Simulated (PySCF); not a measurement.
# [Lu(H2O)]3+: other functionals and bases at one geometry

The task here is to estimate one member of a computed series from the others.

Method: several levels, as the steps say, no spin–orbit coupling; program: PySCF 2.14.0.

1 further run of the same task is left out (for a known fault of the program).

## The system as given

4 atoms, charge 3, spin multiplicity 1.

Bond lengths: Lu1–O2 2.069 Å, O2–H3 1.007 Å, O2–H4 1.007 Å. Angles: Lu1–O2–H3 128.9°, Lu1–O2–H4 128.9°, H3–O2–H4 102.2°.

As a file:

```csv
atom,x (Å),y (Å),z (Å)
Lu1,0.00000,0.00000,-0.01318
O2,0.00000,0.00000,2.05592
H3,0.78376,0.00000,2.68856
H4,-0.78376,0.00000,2.68856
```

Formal oxidation states: Lu +3. An earlier session relaxed this geometry at PBE0, Lu def2-SVP with ECP28, O def2-SVP, H def2-SVP (singlet, point group C2v).

At PBE0 on the finer grid: E = -1311.009183 Eh, HOMO -29.02 eV, LUMO -21.06 eV, Mulliken charge on Lu1 +2.57 e, largest force component 0.001 eV/Å. 

Levels to run: TPSSh; BP86; PBE0, TZVP. Hardware: 2 threads of Intel Xeon at 2.50GHz (Skylake/Cascade Lake), shared host.

The first run:

run.py (the lines that set the calculation) reads:

```python
mol = gto.M(atom='''
Lu     0.00000     0.00000    -0.01318
O      0.00000     0.00000     2.05592
H      0.78376     0.00000     2.68856
H     -0.78376     0.00000     2.68856''',
    basis={'Lu': 'def2-SVP', 'O': 'def2-SVP', 'H': 'def2-SVP'},
    ecp={'Lu': 'def2-SVP'},
    charge=3, spin=0)
mf = dft.RKS(mol, xc='TPSSH')
mf.grids.atom_grid = (75, 302)  # f atoms: unpruned, at least (60, 302)
mf = mf.density_fit()  # fitting sets: Lu def2-universal-JKFIT, O def2-universal-JKFIT, H def2-universal-JKFIT
mf.conv_tol = 1e-08; mf.max_cycle = 55
mf.kernel(dm0)  # dm0: the density of the relaxed state
```

The run is started by

```console
OMP_NUM_THREADS=2 python run.py
```

Steps of the session up to this table: TPSSh; BP86; PBE0, TZVP.

One of the session's tables, all rows but one given; the rest of the session is left out.

```
              level  HOMO (eV)  gap (eV)  charge on Lu1 (e)  dipole (D)  largest force component (eV/Å)
PBE0 (relaxed here)     -29.02      7.96               2.57        3.71                            0.00
              TPSSh     -28.08      6.58               2.55        3.85                            0.24
               BP86          ?         ?                  ?           ?                               ?
         PBE0, TZVP     -28.99      7.93               2.59        3.80                            0.54
```

Q: Estimate the row for BP86 from the others.

As computed: HOMO (eV): -27.50; gap (eV): 5.40; charge on Lu1 (e): 2.52; dipole (D): 4.05; largest force component (eV/Å): 0.56. In the column «HOMO (eV)» it is the highest.

The dipole of a charged species depends on the origin, so these sizes hold for this origin alone.

In one basis the HOMO–LUMO gap runs from 5.40 eV (BP86) to 7.96 eV (PBE0). The largest leftover force, 0.56 eV/Å with BP86, stands at a geometry relaxed at another level. Total energies of different levels can't be compared.
